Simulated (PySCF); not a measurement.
# [RuN2]+: structure of the doublet

Where does doublet [RuN2]+ go from a linear start, is the end point a minimum, and what are its modes, charges and moments?

Computed with PySCF 2.14.0. Level: PBE0, basis Ru def2-TZVP with ECP28, N def2-TZVP, scalar-relativistic core potentials, no spin–orbit coupling, density fitting.

### Step 1. The starting structure

3 atoms, charge 1, spin multiplicity 2.

Bond lengths: Ru1–N2 1.705 Å, Ru1–N3 1.705 Å. Angles: N2–Ru1–N3 180.0°.

Z-matrix (Å, degrees; charge 1 multiplicity 2):
```
Ru
N  1 1.7052
N  1 1.7052 2 180.00
```

### Step 2. Linear start, doublet: relaxation

The steps below are one call of a driver around PySCF. For each, scf.py gives the equivalent set-up of the SCF; relaxations use the driver's own optimiser. Before each start the driver seeks the lowest SCF state from one or more starting densities and follows internal instabilities, so scf.py alone need not reach the same state.

The program finds D∞h symmetry in the start, which this walk keeps. Threshold on the gradient: 0.0003 Eh/bohr, with a further test on the energy change.

Contents of scf.py:

```python
from pyscf import gto, scf, dft
mol = gto.M(atom='''
Ru     0.000000     0.000000     0.000000
N      0.000000     0.000000     1.705200
N      0.000000     0.000000    -1.705200''',
    basis={'Ru': 'def2-TZVP', 'N': 'def2-TZVP'},
    ecp={'Ru': 'def2-TZVP'},
    charge=1, spin=1)
mf = dft.UKS(mol, xc='PBE0')
mf.grids.atom_grid = (50, 194)
aux = {'Ru': 'def2-universal-JKFIT', 'N': 'def2-universal-JKFIT'}
mf = mf.density_fit(auxbasis=aux)
mf.kernel()
```

Steps of the walk:

| step | energy (Eh) | change (kJ/mol) | largest symmetric gradient (Eh/bohr) |
| --- | --- | --- | --- |
| 0 | -203.749924 | 0.00 | 0.01771 |
| 1 | -203.750598 | -1.77 | 0.00246 |
| 2 | -203.750612 | -1.81 | 0.00016 |
| 3 | -203.750612 | -1.81 | 0.00000 |

The walk ran for 5 s (4 threads, shared host).

Positions (Å) and forces (eV/Å) along the way:

```
step 0
Ru   0.000   0.000   0.000   0.000   0.000   0.000
N    0.000   0.000   1.705   0.000   0.000   0.911
N    0.000   0.000  -1.705   0.000   0.000  -0.911
step 1
Ru   0.000   0.000   0.000   0.000   0.000   0.000
N    0.000   0.000   1.729   0.000   0.000  -0.127
N    0.000   0.000  -1.729   0.000   0.000   0.127
step 2
Ru   0.000   0.000   0.000   0.000   0.000   0.000
N    0.000   0.000   1.726   0.000   0.000  -0.008
N    0.000   0.000  -1.726   0.000   0.000   0.008
step 3
Ru   0.000   0.000   0.000   0.000   0.000   0.000
N    0.000   0.000   1.726   0.000   0.000   0.000
N    0.000   0.000  -1.726   0.000   0.000   0.000
```

It settles in D∞h symmetry, 1.8 kJ/mol below the start, after 3 steps: Ru–N 1.726 Å (×2); N–Ru–N 180.0°.

### Step 3. Vibrations and properties at this point

The point is checked on the finer grid, and tightened if its gradient asks for it. The Hessian and the dipole derivatives come from central differences of analytic gradients, with steps of 0.01 bohr.

scf.py, as its differences from that of step 2:

```diff
@@ -4,2 +4,2 @@
-N      0.000000     0.000000     1.705200
-N      0.000000     0.000000    -1.705200''',
+N      0.000000    -0.000000     1.726159
+N      0.000000     0.000000    -1.726159''',
@@ -10 +10 @@
-mf.grids.atom_grid = (50, 194)
+mf.grids.atom_grid = (75, 302)
```

The driver hands on the density of the step before, so the log starts near convergence.

SCF at the final geometry:

```text
init E= -203.750621430991
[... the frontier-level lines of each cycle are left out ...]
cycle= 1 E= -203.750621430768  delta_E= 2.22e-10  |g|= 5.07e-05  |ddm|= 4.72e-05
cycle= 2 E= -203.750621419596  delta_E= 1.12e-08  |g|= 0.000173  |ddm|= 0.000112
cycle= 3 E= -203.750621432304  delta_E= -1.27e-08  |g|= 2.98e-05  |ddm|= 8.83e-05
cycle= 4 E= -203.750621432827  delta_E= -5.22e-10  |g|= 9.36e-06  |ddm|= 1.58e-05
cycle= 5 E= -203.750621433052  delta_E= -2.25e-10  |g|= 9.36e-06  |ddm|= 1.13e-05
cycle= 6 E= -203.750621433223  delta_E= -1.71e-10  |g|= 9.36e-06  |ddm|= 8.6e-06
cycle= 7 E= -203.75062143315  delta_E= 7.29e-11  |g|= 9.36e-06  |ddm|= 3.65e-06
Extra cycle  E= -203.750621433869  delta_E= -7.19e-10  |g|= 9.36e-06  |ddm|= 3.6e-05
converged SCF energy = -203.750621433869  <S^2> = 2.088224  2S+1 = 3.0582504
```

The whole step took 16 s.

Geometry: D∞h; Ru–N 1.726 Å (×2); N–Ru–N 180.0°.

Modes, for the most abundant isotopes:

| ω (cm⁻¹) | IR (km/mol) | μ (u) | type |
| --- | --- | --- | --- |
| 425i | 10.6 | 17.20 | stretch |
| 279i | 21.1 | 17.20 | bend |
| 264i | 15.4 | 17.20 | bend |
| 889 | 0.0 | 14.00 | stretch |

With 3 modes imaginary (up to 425i cm⁻¹) this point is a saddle.

Here the density breaks the symmetry of the frame, and no labels are given; pairs that should be degenerate can split.

Properties at this point:

- Dipole moment about the centre of mass: 0.00 D
- Highest occupied level: -14.32 eV
- Lowest empty level: -11.42 eV
- Rotational constants: 0.202 cm⁻¹
- Zero-point energy (real modes): 5.3 kJ/mol
- Principal polarisabilities: 19.8, 22.0, 69.4 bohr³
- Principal traceless quadrupole moments about the centre of mass: -1.58, 0.57, 1.01 D Å
- Spin squared ⟨S²⟩: 2.088

Populations by atom (charges in e):

```csv
atom,Mulliken,Löwdin,polar tensor,spin (Mulliken),Mayer order to Ru1
Ru1,1.30,0.88,1.05,-1.91,–
"N2,3",-0.15,0.06,-0.02,1.46,1.65
```

Outer orbital energies (eV). α occupied: -28.78, -19.91, -19.16, -18.62, -16.68, -16.13, -15.66, -15.55; empty: -11.21, -10.71, -9.79, -9.42. β occupied: -28.64, -25.87, -18.88, -18.57, -17.59, -17.34, -16.43, -14.32; empty: -11.42, -10.86, -10.47, -9.32.

Mulliken populations on Ru1 (outside its core potential): s 2.13, p 6.16, d 6.39, f 0.02.

### Step 4. Following the imaginary mode

The start is the last point, displaced along its most imaginary mode.

The program finds C∞v symmetry in the start, which this walk keeps. The walk stops when the largest gradient is under 0.0003 Eh/bohr and the energy has settled too.

scf.py, as its differences from that of step 3:

```diff
@@ -3,3 +3,3 @@
-Ru     0.000000     0.000000     0.000000
-N      0.000000    -0.000000     1.726159
-N      0.000000     0.000000    -1.726159''',
+Ru     0.000000    -0.000000     0.032979
+N      0.000000    -0.000000     1.606159
+N     -0.000000     0.000000    -1.846159''',
@@ -10 +10 @@
-mf.grids.atom_grid = (75, 302)
+mf.grids.atom_grid = (50, 194)
```

Energy and gradient, step by step:

| step | energy (Eh) | change (kJ/mol) | largest symmetric gradient (Eh/bohr) |
| --- | --- | --- | --- |
| 0 | -203.751890 | 0.00 | 0.03568 |
| 1 | -203.753371 | -3.89 | 0.00399 |
| 2 | -203.753388 | -3.93 | 0.00251 |
| 3 | -203.753406 | -3.98 | 0.00085 |
| 4 | -203.753408 | -3.99 | 0.00044 |
| 5 | -203.753409 | -3.99 | 0.00001 |

The walk took 9 s.

End point (C∞v, 5 steps, 4.0 kJ/mol gained): Ru–N 1.605 Å, Ru–N 1.920 Å; N–Ru–N 180.0°.

### Step 5. Vibrations and properties at this point

The same treatment as at the point before.

scf.py, as its differences from that of step 4:

```diff
@@ -3,3 +3,3 @@
-Ru     0.000000    -0.000000     0.032979
-N      0.000000    -0.000000     1.606159
-N     -0.000000     0.000000    -1.846159''',
+Ru     0.000000     0.000000     0.033912
+N      0.000000     0.000000     1.638824
+N     -0.000000     0.000000    -1.885615''',
@@ -10 +10 @@
-mf.grids.atom_grid = (50, 194)
+mf.grids.atom_grid = (75, 302)
```

Log of the central SCF (cycles and frontier levels):

```text
init E= -203.753409268086
[... the frontier-level lines of each cycle are left out ...]
cycle= 1 E= -203.753409267212  delta_E= 8.74e-10  |g|= 6.48e-05  |ddm|= 5.65e-05
cycle= 2 E= -203.753409234617  delta_E= 3.26e-08  |g|= 0.000287  |ddm|= 0.000168
cycle= 3 E= -203.753409269905  delta_E= -3.53e-08  |g|= 1.57e-05  |ddm|= 0.00013
cycle= 4 E= -203.753409270219  delta_E= -3.14e-10  |g|= 9.89e-06  |ddm|= 1.49e-05
cycle= 5 E= -203.753409271994  delta_E= -1.78e-09  |g|= 9.77e-06  |ddm|= 8.96e-05
cycle= 6 E= -203.753409274481  delta_E= -2.49e-09  |g|= 9.72e-06  |ddm|= 0.000126
cycle= 7 E= -203.75340927528  delta_E= -7.99e-10  |g|= 9.72e-06  |ddm|= 4.05e-05
cycle= 8 E= -203.753409275731  delta_E= -4.52e-10  |g|= 9.72e-06  |ddm|= 2.28e-05
cycle= 9 E= -203.753409276052  delta_E= -3.2e-10  |g|= 9.72e-06  |ddm|= 1.62e-05
cycle= 10 E= -203.753409276302  delta_E= -2.51e-10  |g|= 9.72e-06  |ddm|= 1.27e-05
cycle= 11 E= -203.753409276508  delta_E= -2.06e-10  |g|= 9.72e-06  |ddm|= 1.05e-05
cycle= 12 E= -203.753409276894  delta_E= -3.86e-10  |g|= 9.72e-06  |ddm|= 1.96e-05
cycle= 13 E= -203.753409277059  delta_E= -1.65e-10  |g|= 9.72e-06  |ddm|= 8.31e-06
cycle= 14 E= -203.753409282827  delta_E= -5.77e-09  |g|= 9.87e-06  |ddm|= 0.000292
cycle= 15 E= -203.753409287755  delta_E= -4.93e-09  |g|= 9.76e-06  |ddm|= 0.00025
cycle= 16 E= -203.753409315622  delta_E= -2.79e-08  |g|= 9.73e-06  |ddm|= 0.00142
cycle= 17 E= -203.753409334664  delta_E= -1.9e-08  |g|= 9.65e-06  |ddm|= 0.000975
cycle= 18 E= -203.753409354756  delta_E= -2.01e-08  |g|= 9.62e-06  |ddm|= 0.00103
cycle= 19 E= -203.753409376728  delta_E= -2.2e-08  |g|= 9.51e-06  |ddm|= 0.00113
cycle= 20 E= -203.753409409365  delta_E= -3.26e-08  |g|= 9.6e-06  |ddm|= 0.0017
cycle= 21 E= -203.753409413129  delta_E= -3.76e-09  |g|= 9.52e-06  |ddm|= 0.000193
cycle= 22 E= -203.753409414234  delta_E= -1.11e-09  |g|= 9.5e-06  |ddm|= 5.56e-05
cycle= 23 E= -203.753409414617  delta_E= -3.82e-10  |g|= 9.5e-06  |ddm|= 1.9e-05
cycle= 24 E= -203.753409412787  delta_E= 1.83e-09  |g|= 9.49e-06  |ddm|= 9.53e-05
cycle= 25 E= -203.753409412741  delta_E= 4.59e-11  |g|= 9.49e-06  |ddm|= 4.12e-06
Extra cycle  E= -203.753409413526  delta_E= -7.85e-10  |g|= 9.52e-06  |ddm|= 3.91e-05
converged SCF energy = -203.753409413526  <S^2> = 2.1311892  2S+1 = 3.0862205
```

The whole step took 27 s.

Geometry: C∞v; Ru–N 1.605 Å, Ru–N 1.920 Å; N–Ru–N 180.0°.

Harmonic modes (main isotopes):

| ω (cm⁻¹) | IR (km/mol) | μ (u) | type |
| --- | --- | --- | --- |
| 292i | 23.5 | 17.18 | bend |
| 218i | 14.9 | 17.18 | bend |
| 382 | 16.1 | 15.88 | stretch |
| 953 | 65.4 | 15.02 | stretch |

2 modes are imaginary, the largest at 292i cm⁻¹: a saddle point, not a minimum.

The SCF density has lower symmetry than the nuclear frame, so the modes carry no labels; pairs that should be degenerate can split.

Properties at this point:

```yaml
Dipole_moment_about_the_centre_of_mass: 0.31 D
Highest_occupied_level: -13.77 eV
Lowest_empty_level: -11.15 eV
Rotational_constants: 0.1926 cm⁻¹
Zero-point_energy_real_modes: 8.0 kJ/mol
Principal_polarisabilities: 19.4, 24.7, 72.0 bohr³
Principal_traceless_quadrupole_moments_about_the_centre_of_mass: -1.66, 0.81, 0.86 D Å
Spin_squared_⟨S²⟩: 2.131
```

Charges (e) and bond orders:

| atom | Mulliken | Löwdin | polar tensor | spin (Mulliken) | Mayer order to Ru1 |
| --- | --- | --- | --- | --- | --- |
| Ru1 | 1.25 | 0.88 | 1.30 | -1.64 | – |
| N2 | -0.19 | 0.05 | -0.43 | 0.42 | 2.36 |
| N3 | -0.07 | 0.07 | 0.13 | 2.22 | 1.05 |

Outer orbital energies (eV). α occupied: -28.60, -19.54, -18.99, -18.45, -16.60, -16.19, -15.74, -15.58; empty: -11.15, -10.41, -9.63, -9.12. β occupied: -28.97, -25.23, -19.17, -18.69, -17.91, -17.11, -16.21, -13.77; empty: -11.14, -10.79, -10.17, -9.18.

Mulliken populations on Ru1 (outside its core potential): s 2.17, p 6.12, d 6.44, f 0.02.

### Step 6. Downhill along the imaginary mode

The atoms are moved a little along the softest imaginary mode and relaxed again.

The program finds Cs symmetry in the start, which this walk keeps. The walk stops when the largest gradient is under 0.0003 Eh/bohr and the energy has settled too.

scf.py, as its differences from that of step 5:

```diff
@@ -3,3 +3,3 @@
-Ru     0.000000     0.000000     0.033912
-N      0.000000     0.000000     1.638824
-N     -0.000000     0.000000    -1.885615''',
+Ru    -0.022314    -0.020463     0.033912
+N      0.088442     0.081105     1.638824
+N      0.073946     0.067812    -1.885615''',
@@ -10 +10 @@
-mf.grids.atom_grid = (75, 302)
+mf.grids.atom_grid = (50, 194)
```

Steps of the walk:

| step | energy (Eh) | change (kJ/mol) | largest symmetric gradient (Eh/bohr) |
| --- | --- | --- | --- |
| 0 | -203.755783 | 0.00 | 0.01228 |
| 1 | -203.760418 | -12.17 | 0.01969 |
| 2 | -203.769712 | -36.57 | 0.02795 |
| 3 | -203.780177 | -64.05 | 0.04257 |
| 4 | -203.792467 | -96.31 | 0.05281 |
| 5 | -203.801968 | -121.26 | 0.02753 |
| 6 | -203.807339 | -135.36 | 0.04896 |
| 7 | -203.814791 | -154.93 | 0.05760 |
| 8 | -203.816607 | -159.70 | 0.04831 |
| 9 | -203.820255 | -169.27 | 0.02485 |
| 10 | -203.821208 | -171.77 | 0.00516 |
| 11 | -203.821254 | -171.89 | 0.00097 |
| 12 | -203.821256 | -171.90 | 0.00011 |

The walk ran for 28 s (4 threads, shared host).

End point (C2v, 12 steps, 171.9 kJ/mol gained): Ru–N 1.626 Å (×2); N–Ru–N 106.6°.

### Step 7. Frequencies

The same treatment as at the point before.

scf.py, as its differences from that of step 6:

```diff
@@ -3,3 +3,3 @@
-Ru    -0.022314    -0.020463     0.033912
-N      0.088442     0.081105     1.638824
-N      0.073946     0.067812    -1.885615''',
+Ru    -0.154163    -0.141375     0.010569
+N      0.609459     0.558906     1.264327
+N      0.512428     0.469923    -1.341242''',
@@ -10 +10 @@
-mf.grids.atom_grid = (50, 194)
+mf.grids.atom_grid = (75, 302)
```

Log of the central SCF (cycles and frontier levels):

```text
init E= -203.821227249773
[... the frontier-level lines of each cycle are left out ...]
cycle= 1 E= -203.821227249592  delta_E= 1.81e-10  |g|= 2.6e-05  |ddm|= 1.85e-05
cycle= 2 E= -203.821227244055  delta_E= 5.54e-09  |g|= 0.000123  |ddm|= 7.15e-05
cycle= 3 E= -203.821227249918  delta_E= -5.86e-09  |g|= 3.78e-06  |ddm|= 5.79e-05
cycle= 4 E= -203.821227249931  delta_E= -1.33e-11  |g|= 2.97e-06  |ddm|= 2.65e-06
Extra cycle  E= -203.821227249987  delta_E= -5.6e-11  |g|= 3.47e-06  |ddm|= 1.14e-05
converged SCF energy = -203.821227249987  <S^2> = 0.76186404  2S+1 = 2.0118291
```

The whole step took 21 s.

Geometry: C2v; Ru–N 1.626 Å (×2); N–Ru–N 106.6°.

Harmonic modes (main isotopes):

| symmetry | ω (cm⁻¹) | IR (km/mol) | μ (u) | type |
| --- | --- | --- | --- | --- |
| a1 | 483 | 0.3 | 15.54 | bend |
| b2 | 809 | 39.8 | 16.09 | stretch |
| a1 | 1120 | 2.2 | 15.33 | stretch |

No imaginary mode, so this is a minimum.

Properties at this point:

* Dipole moment about the centre of mass: 3.14 D
* Highest occupied level: -14.37 eV
* Lowest empty level: -11.27 eV
* Rotational constants: 0.813, 0.3537, 0.2465 cm⁻¹
* Zero-point energy: 14.4 kJ/mol
* Principal polarisabilities: 26.2, 27.9, 48.8 bohr³
* Principal traceless quadrupole moments about the centre of mass: -1.55, 0.12, 1.43 D Å
* Entropy at 298.15 K and 1 bar (electronic part: spin only): 268.3 J/(mol K)
* Heat capacity Cp at 298.15 K: 42.4 J/(mol K)
* Enthalpy at 298.15 K above 0 K: 10.80 kJ/mol
* Rotational symmetry number: 2
* Spin squared ⟨S²⟩: 0.762

Charges (e) and bond orders:

| atom | Mulliken | Löwdin | polar tensor | spin (Mulliken) | Mayer order to Ru1 |
| --- | --- | --- | --- | --- | --- |
| Ru1 | 1.28 | 0.97 | 1.27 | 0.59 | – |
| N2,3 | -0.14 | 0.02 | -0.13 | 0.21 | 2.40 |

Outer orbital energies (eV). α occupied: -28.91, -19.77, -19.13, -18.80, -18.13, -18.10, -14.47, -14.42; empty: -11.27, -10.31, -9.44, -7.41. β occupied: -28.63, -28.58, -19.62, -18.54, -18.35, -17.82, -16.90, -14.37; empty: -11.07, -11.07, -10.09, -9.30.

Mulliken populations on Ru1 (outside its core potential): s 2.34, p 6.06, d 6.29, f 0.03.

### Step 8. All stationary points

| spin | group | bonds | imaginary modes (cm⁻¹) | ΔE (kJ/mol) | with zero-point energy |
| --- | --- | --- | --- | --- | --- |
| doublet | C2v | Ru–N 1.626 Å (×2) | none | 0.0 | 0.0 |
| broken-symmetry (Ms = 1/2) | C∞v (density of lower symmetry) | Ru–N 1.605 Å, Ru–N 1.920 Å | 292i, 218i | 178.1 | – |
| broken-symmetry (Ms = 1/2) | D∞h (density of lower symmetry) | Ru–N 1.726 Å (×2) | 425i, 279i, 264i | 185.4 | – |

### Step 9. Results

| quantity | value |
| --- | --- |
| minimum | doublet, C2v |
| geometry | Ru–N 1.626 Å (×2); N–Ru–N 106.6° |
| wavenumbers (cm⁻¹) | 483 (a1), 809 (b2), 1120 (a1) |
| dipole moment (centre of mass) | 3.14 D |
| highest occupied, lowest empty level (either spin) | -14.37, -11.27 eV |
| polar-tensor charge of Ru1 | +1.27 e |
| zero-point energy | 14.4 kJ/mol |
| entropy at 298.15 K | 268.3 J/(mol K) |
| ⟨S²⟩ | 0.762 |

**Reading.** From D∞h at the start the molecule goes to a C2v minimum, after a stop at a second-order saddle point 178.1 kJ/mol higher, from which it was pushed off along an imaginary mode. The strongest infrared band lies at 809 cm⁻¹ (b2, stretch). Most of the spin sits on Ru1 (Mulliken spin 0.59, against 1 for the whole molecule). Other starts or spin states, not run here, may lie lower. One determinant may miss the lowest occupation of an open d or f shell.

The search up to here took 2 min.
